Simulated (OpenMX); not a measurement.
The system is HfB.

```
Hf B
1.0
     0.00000    2.31000    2.31000
     2.31000    0.00000    2.31000
     2.31000    2.31000    0.00000
Hf B
1 1
Direct
  0.50000 0.50000 0.50000
  0.00000 0.00000 0.00000
```

```yaml
Program: OpenMX 3.8.5
Task: single point
Functional: PBE
Potentials_or_basis: OpenMX 2013 PBE set, Hf7.0-s3p2d2f1, B7.0-s2p2d1, grid cutoff 400 Ry
k_mesh: 11 × 11 × 11
Occupations: fermi-dirac, width 0.05 eV
Spin: no spin polarisation
```

On this cell: pressure 30.3 GPa; largest force zero by symmetry; band gap on the k mesh none (metal or under the smearing width).

The same run follows on a disturbed copy (atoms moved at random, drawn with an rms of 0.05 Å):

```xyz
2
Lattice="0.0000 2.3100 2.3100 2.3100 0.0000 2.3100 2.3100 2.3100 0.0000" Properties=species:S:1:pos:R:3 pbc="T T T"
Hf    2.3559    2.3221    2.3290
B    -0.0290   -0.0389   -0.0347
```

What does the disturbed cell give?

The energy (extrapolated to zero smearing) moves by +29.8 meV/atom; pressure 31.1 GPa; largest force 1.137 eV/Å; band gap on the k mesh none (metal or under the smearing width).

Forces in eV/Å, atoms in the order of the input:
```
Hf  -0.817 -0.545 -0.573
B    0.816  0.544  0.574
```

Caveats: the basis of atomic orbitals isn't converged, which shifts pressures, moduli and gaps; a pressure of tens of GPa on the cell as given is suspect, and the run, the potentials or the cell itself is likely at fault (some runs).
